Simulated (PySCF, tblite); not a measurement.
# C₃H₁₄B₃NP₂: geometry, infrared bands and NMR shifts

Wanted: the infrared bands and NMR shifts of C₃H₁₄B₃NP₂ (`BPB(NC)PB(C)C`), by calculation.

Programs: tblite 0.8.0 and PySCF 2.14.0, with density-fitted response routines of our own. Each step states its level of theory. These are calculated values for one molecule in the gas phase, unless marked as measured. Atoms count from 0, in the outputs and in this text.

### Step 1. The molecule as given

23 atoms, charge 0, multiplicity 1; geometry from: force field or distance geometry start.

Bonds of the start (Å): B0–P1 1.92, P1–B2 1.93, B2–N3 1.53, N3–C4 1.48, B2–P5 1.92, P5–B6 1.94, B6–C7 1.58, B6–C8 1.59, B0–H9 1.18, B0–H10 1.20, P1–H11 1.46, N3–H12 1.03, C4–H13 1.09, C4–H14 1.12, C4–H15 1.10, P5–H16 1.46, C7–H17 1.13, C7–H18 1.11, C7–H19 1.11, C8–H20 1.10, C8–H21 1.12, C8–H22 1.12.

### Step 2. Optimising the geometry with GFN2-xTB

What the job is given:

```
{"job": {"kind": "relax", "xc": "GFN2-xTB", "basis": "xTB"}, "charge": 0, "multiplicity": 1}
B     -2.843500     2.219200     0.539500
P     -1.896300     1.401900    -0.920600
B     -0.922000    -0.175800    -0.391500
N     -1.459800    -1.527900    -0.851900
C     -1.649200    -2.303400     0.393300
P      0.406000    -0.200300     1.000900
B      2.087100     0.556800     0.385700
C      3.427700    -0.225300     0.664100
C      2.002300     1.431600    -0.935000
H     -3.063400     1.703700     1.578000
H     -3.616300     3.083300     0.230000
H     -2.896800     0.978100    -1.890300
H     -2.347200    -1.459400    -1.374600
H     -2.662000    -2.716600     0.413800
H     -1.501900    -1.614300     1.264300
H     -0.846900    -3.046500     0.453800
H      0.699500    -1.593200     1.330000
H      3.177000    -1.289700     0.947700
H      4.025200     0.192600     1.494800
H      3.997900    -0.255000    -0.284300
H      2.872300     1.243500    -1.573000
H      1.086300     1.101800    -1.492700
H      1.919400     2.521700    -0.699000
```

Run with:

```console
$ OMP_NUM_THREADS=1 python probes_run.py task.json out
```

This one command runs all jobs of the session in turn.

**Question.** This job is followed by: GFN2-xTB harmonic vibrations, gas phase; GIAO PBE0/pcSseg-1 NMR shielding, non-relativistic, gas phase. What will the session give for the following? strongest single infrared mode (GFN2-xTB); zero-point energy (GFN2-xTB); 13C shifts against TMS (PBE0/pcSseg-1, means over atoms taken as alike); 1H shifts against TMS (PBE0/pcSseg-1, means over atoms taken as alike); 11B shifts against BF3·OEt2 (PBE0/pcSseg-1); 31P shifts against H3PO4 (PBE0/pcSseg-1); 15N shifts against NH3 (PBE0/pcSseg-1).

As calculated:

| quantity | value |
| --- | --- |
| strongest single infrared mode (GFN2-xTB) | 1078 cm⁻¹, 239 km/mol |
| zero-point energy (GFN2-xTB) | 109.7 kcal/mol |
| 13C shifts against TMS (PBE0/pcSseg-1, means over atoms taken as alike) | 34.3, 18.2 ppm |
| 1H shifts against TMS (PBE0/pcSseg-1, means over atoms taken as alike) | 8.24, 3.86, 3.81, 3.56, 3.03, 1.34 ppm |
| 11B shifts against BF3·OEt2 (PBE0/pcSseg-1) | 87.6, 78.8, 39.8 ppm |
| 31P shifts against H3PO4 (PBE0/pcSseg-1) | -61.9, -139.0 ppm |
| 15N shifts against NH3 (PBE0/pcSseg-1) | 115.8 ppm |

**Reading.** The optimisation took 180 steps and gained 2.303 eV; among the close pairs (by a distance rule), B2–N3 changed most, from 1.526 to 1.390 Å. All 63 modes are real, so the xTB geometry is a minimum. The strongest single mode, at 1078 cm⁻¹, moves mainly B6. GFN2-xTB is a fitted tight-binding method: band positions and strengths are rough. Its intensities can rank the bands wrongly. At PBE0/pcSseg-1: The widest tensor belongs to P1: span 275 ppm, with a paramagnetic part of -593 ppm.
